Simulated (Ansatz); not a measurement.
# Ho3PRu: what a guessed cell relaxes into

Aim: relax a trial structure of Ho3PRu and see where it ends.

Method: DFT PBE, scalar-relativistic, plane waves, PAW; 4f electrons in the core of a trivalent norm-conserving potential, in Ansatz 0.2.0.

2 further runs of the same task are left out: 1 that didn't finish, 1 set aside as unsound or not needed.

## 1. The structure to begin with

The structure is cubic, space group Pm-3m (No. 221). Conventional cell: a = 5.234 Å, b = 5.234 Å, c = 5.234 Å, α = 90.00°, β = 90.00°, γ = 90.00°. Around Ho (site symmetry 4/mmm) lie 2 P at 2.62 Å. P (site symmetry m-3m) is surrounded by 6 Ho at 2.62 Å. Ru (site symmetry m-3m) has 12 Ho at 3.70 Å in its first shell of neighbours.

Structure file:

```
CELL_PARAMETERS angstrom
5.23425 0.00000 0.00000
0.00000 5.23425 0.00000
0.00000 0.00000 5.23425
ATOMIC_POSITIONS crystal
Ho 0.00000 0.50000 0.50000
Ho 0.50000 0.00000 0.50000
Ho 0.50000 0.50000 0.00000
P 0.50000 0.50000 0.50000
Ru 0.00000 0.00000 0.00000
```

Recipe of the guess: species swapped into a database cell of Sr3BiP (Pm-3m, No. 221), with Ho on the Sr sites and Ru on the Bi sites. The dimensions are guesses.

## 2. Probe: one point on a coarse mesh

The input, input.yaml:

```yaml
crystal:
  lattice:
    - [5.23425054, 0.0, 0.0]
    - [0.0, 5.23425054, 0.0]
    - [0.0, 0.0, 5.23425054]
  atoms:
    - { symbol: Ho, position: [0.0, 0.5, 0.5] }
    - { symbol: Ho, position: [0.5, 0.0, 0.5] }
    - { symbol: Ho, position: [0.5, 0.5, 0.0] }
    - { symbol: P, position: [0.5, 0.5, 0.5] }
    - { symbol: Ru, position: [0.0, 0.0, 0.0] }
basis:
  ecutwfc: 690
kpoints:
  mp_grid: { grid: [4, 4, 4] }
hamiltonian:
  xc: pbe
  pseudopotentials:
    kind: paw
    azcp: { Ho: "pseudopotentials/pbe/nc/lanthanide_3plus/Ho.nc.azcp" }
scf:
  occupations: { method: gaussian, width: 0.1 }
  lower_state_search: "off"
output:
  forces: true
  stress: true
  eigenvalues: true
```

On the command line:

```bash
$ ansatz run input.yaml --threads 1 --pin off --max-ram 2560MiB --backend cpu --events-out ev --progress --plain --runs-dir out
```

Further runs follow: coarse relaxation; spin check on a coarse mesh; full relaxation.

Q: Predict the outcome of this session. Wanted: conventional cell; volume; energy over the elements, black P; gap on the mesh.

**Answer**, as computed:

```
                              quantity                                                                      value
symmetry at the end (tolerance 0.05 Å)                                                space group Pm-3m (No. 221)
                     conventional cell  a = 5.111 Å, b = 5.111 Å, c = 5.111 Å, α = 90.00°, β = 90.00°, γ = 90.00°
                                volume                                                              26.70 Å³/atom
     energy over the elements, black P                                                              -0.02 eV/atom
                       gap on the mesh                                                               none (metal)
```

What this shows: The space group Pm-3m (No. 221) is kept, and the volume per atom shrinks by 6.9 % from the first guess. The formation energy of this structure is too near zero to say whether it is bound against the elements. No finished test with a distortion of lower symmetry is shown, so the end may be a saddle point. Spin-orbit coupling is left out for Ho. The lanthanide's 4f electrons sit in the core of its potential, so it is trivalent by construction and shows no f bands or moments. Other magnetic orders were not searched.

No U or exact exchange acts on the 4f shell of Ho, so a metallic reading can be the functional's.
